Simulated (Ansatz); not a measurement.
**SiHCl + SiH4O: a complex and its separated parts**

The complex below is one end of an elementary step. How strongly is it bound against its free parts?

The runs use Ansatz 0.2.0, Gaussian basis; PBE0-D4/def2-TZVP structures, single points in def2-TZVPP, no counterpoise correction.

Levels: SPW92, PBE-D4, BLYP-D4, r2SCAN-D4, B97M-V, PBE0-D4, B3LYP-D4, r2SCAN0-D4, BHLYP-D4, CAM-B3LYP-D4, wB97X-V, wB97M-V, B2PLYP, PBE-QIDH, RPA on PBE, Hartree-Fock, MP2, CCSD, CCSD(T).

Cores are frozen in the correlated methods. B3LYP uses VWN-RPA correlation. B2PLYP carries no dispersion term here.

56 further runs of the same task are left out: 56 set aside as unsound or not needed.

## Step 1: The starting structure

The complex: 9 atoms, charge 0, spin multiplicity 1.

Atoms are counted from 1 here; the program's logs count them from 0.

Bond lengths: Si1–Cl2 2.149 Å, Si1–H6 1.523 Å, H3–O4 0.962 Å, O4–Si5 1.711 Å, Si5–H7 1.476 Å, Si5–H8 1.471 Å, Si5–H9 1.484 Å. Angles: Cl2–Si1–H6 94.2°, H3–O4–Si5 117.5°, O4–Si5–H7 110.3°, O4–Si5–H8 105.0°, O4–Si5–H9 104.8°, H7–Si5–H8 114.0°, H7–Si5–H9 109.8°, H8–Si5–H9 112.3°.

As a file:

```mol
ClH5OSi2
  3D, bonds by distance, orders not assigned

  9  7  0  0  0  0  0  0  0  0999 V2000
   -0.1603   -1.9552    0.7974 Si  0  0
    1.3692   -0.8775    1.8548 Cl  0  0
    0.2112   -0.9952   -1.4970 H   0  0
   -0.1730   -0.6093   -0.7041 O   0  0
   -0.0011    1.0785   -0.4844 Si  0  0
   -1.3023   -1.1500    1.4024 H   0  0
    1.4268    1.4391   -0.3812 H   0  0
   -0.7862    1.3884    0.7205 H   0  0
   -0.5843    1.6813   -1.7083 H   0  0
  1  2  8  0
  1  6  8  0
  3  4  8  0
  4  5  8  0
  5  7  8  0
  5  8  8  0
  5  9  8  0
M  END
```

Its parts: SiHCl holds atoms 1, 2, 6; SiH4O holds atoms 3, 4, 5, 7, 8, 9. Each part counts its atoms afresh in its own runs.

## Step 2: Relaxing SiHCl alone

Input file relax-a/in.yaml:

```yaml
crystal:
  periodic: [false, false, false]
  atoms:
    - {symbol: Si, position_ang: [-0.160270, -1.955214, 0.797408]}
    - {symbol: Cl, position_ang: [1.369223, -0.877513, 1.854800]}
    - {symbol: H, position_ang: [-1.302301, -1.149966, 1.402406]}
basis:
  gaussian: {orbitals: def2-TZVP}
hamiltonian: {xc: pbe0, dispersion: d4}
relax: {f_tol: 0.005, max_steps: 200}
```

Command:

```console
ansatz run in.yaml --threads 4 --pin off --events-out ev --progress --plain --max-ram 9574MiB
```

Further steps of the session: Relaxing SiH4O alone; SPW92/def2-TZVPP; PBE-D4/def2-TZVPP; BLYP-D4/def2-TZVPP; r2SCAN-D4/def2-TZVPP; B97M-V/def2-TZVPP; PBE0-D4/def2-TZVPP; B3LYP-D4/def2-TZVPP; r2SCAN0-D4/def2-TZVPP; BHLYP-D4/def2-TZVPP; CAM-B3LYP-D4/def2-TZVPP; wB97X-V/def2-TZVPP; wB97M-V/def2-TZVPP; B2PLYP/def2-TZVPP; PBE-QIDH/def2-TZVPP; RPA on PBE/def2-TZVPP; CCSD(T)/def2-TZVPP; Vibrations of SiHCl; Vibrations of SiH4O.

What does the calculation give? Wanted: complex less parts, CCSD(T)/def2-TZVPP; with zero-point energy; largest T1 diagnostic.

The runs gave:

| quantity | value |
| --- | --- |
| complex less parts, CCSD(T)/def2-TZVPP | -0.599 eV |
| with zero-point energy | -0.488 eV |
| largest T1 diagnostic | 0.013 |

In words: At CCSD(T) the complex lies 0.599 eV below its parts. Among the functionals B97M-V lands nearest to CCSD(T) (-0.026 eV) and SPW92 farthest (-0.394 eV). Mean unsigned error by rung: LDA 0.394, GGA 0.074, meta-GGA 0.074, hybrid 0.113, range-separated hybrid 0.098, double hybrid 0.074 eV. PBE-D4 gives a relative energy 0.117 eV too low, outside chemical accuracy (1 kcal/mol, 0.043 eV). No counterpoise was applied, and triple zeta lacks some correlation, so the CCSD(T) reference has a basis error of its own, and close matches with it are partly luck. The restricted Hartree–Fock reference is unstable towards an unrestricted one at one or more of these structures.
